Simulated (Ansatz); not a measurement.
**C₂H₅Cl₂Ga: from a rough start to a minimum**

The task is to find a stationary geometry of C₂H₅Cl₂Ga, check the end point by its vibrations and derive ideal-gas thermochemistry.

The runs use Ansatz 0.2.0, Gaussian basis; RKS PBE0-D4/def2-TZVP.

Levels to be run: relaxation at PBE0-D4/def2-TZVP; harmonic vibrations at the same level.

1 further run of the same task is left out (set aside as unsound or not needed).

## (1) Where the work starts

SMILES `ClC(Cl)[CH2][GaH2]`, 10 atoms, charge 0, spin multiplicity 1.

Atoms are counted from 1 here; the program's logs count them from 0.

Bond lengths: Cl1–C2 1.758 Å, C2–Cl3 1.793 Å, C2–C4 1.508 Å, C2–H6 1.092 Å, C4–Ga5 2.056 Å, C4–H7 1.099 Å, C4–H8 1.093 Å, Ga5–H9 1.552 Å, Ga5–H10 1.564 Å. Angles: Cl1–C2–Cl3 105.6°, Cl1–C2–C4 107.5°, Cl1–C2–H6 109.6°, Cl3–C2–C4 105.8°, Cl3–C2–H6 108.3°, C4–C2–H6 119.3°, C2–C4–Ga5 90.8°, C2–C4–H7 109.2°, C2–C4–H8 109.4°, Ga5–C4–H7 113.3°, Ga5–C4–H8 125.0°, H7–C4–H8 107.2°, C4–Ga5–H9 126.6°, C4–Ga5–H10 118.1°, H9–Ga5–H10 114.1°.

Coordinates:

```mol
C2H5Cl2Ga
  3D, bonds by distance, orders not assigned

 10  9  0  0  0  0  0  0  0  0999 V2000
   -1.2849   -0.4910    1.6052 Cl  0  0
   -0.0197   -1.0376    0.5135 C   0  0
    1.4846   -0.2474    1.0863 Cl  0  0
   -0.3034   -0.4443   -0.8438 C   0  0
    0.1943    1.4299   -0.1616 Ga  0  0
    0.1038   -2.1189    0.6085 H   0  0
    0.4147   -0.8459   -1.5717 H   0  0
   -1.3010   -0.7488   -1.1711 H   0  0
   -0.6153    2.2943    0.8422 H   0  0
    1.3268    2.2096   -0.9076 H   0  0
  1  2  8  0
  2  3  8  0
  2  4  8  0
  4  5  8  0
  2  6  8  0
  4  7  8  0
  4  8  8  0
  5  9  8  0
  5 10  8  0
M  END
```

The start is a GFN2-xTB geometry.

## (2) Relaxation at PBE0-D4/def2-TZVP

File in.yaml:

```yaml
crystal:
  periodic: [false, false, false]
  atoms:
    - {symbol: Cl, position_ang: [-1.284850, -0.490970, 1.605200]}
    - {symbol: C, position_ang: [-0.019710, -1.037620, 0.513470]}
    - {symbol: Cl, position_ang: [1.484580, -0.247410, 1.086330]}
    - {symbol: C, position_ang: [-0.303400, -0.444270, -0.843760]}
    - {symbol: Ga, position_ang: [0.194300, 1.429900, -0.161560]}
    - {symbol: H, position_ang: [0.103840, -2.118850, 0.608500]}
    - {symbol: H, position_ang: [0.414670, -0.845950, -1.571690]}
    - {symbol: H, position_ang: [-1.300950, -0.748770, -1.171130]}
    - {symbol: H, position_ang: [-0.615290, 2.294300, 0.842230]}
    - {symbol: H, position_ang: [1.326810, 2.209630, -0.907600]}
basis:
  gaussian: {orbitals: def2-TZVP}
hamiltonian: {xc: pbe0, dispersion: d4}
relax: {f_tol: 0.005, max_steps: 150}
```

Command:

```
$ ansatz run in.yaml --threads 4 --pin off --events-out ev --progress --plain --max-ram 10444MiB
```

Further steps of the session: Force constants and modes.

Q: Predict the results of all the runs planned. Wanted: point group; shift from the start; total energy; dispersion term; dipole moment; lowest, highest wavenumber; zero-point energy.

The runs gave:

| quantity | value |
| --- | --- |
| point group | C1 |
| steps | 8 |
| shift from the start (rms) | 0.253 Å |
| total energy | -79562.5252 eV |
| dispersion term | -262 meV |
| dipole moment | 1.98 D |
| lowest, highest wavenumber | 64, 3143 cm⁻¹ |
| zero-point energy | 37.8 kcal/mol |
| entropy at 298.15 K | 363.1 J/(mol K) |

The relaxed geometry lies 0.25 Å (rms) from the start; the bond that changed most is C4–Ga5, from 2.056 to 2.009 Å. No mode is imaginary: a true minimum at this level. The stiffest mode, 3143 cm⁻¹, is a C–H stretch, and 2 modes under 200 cm⁻¹ make the vibrational entropy uncertain. Harmonic hybrid wavenumbers usually lie a few per cent above measured fundamentals. The largest Mulliken charge, -0.42 e, sits on C4.
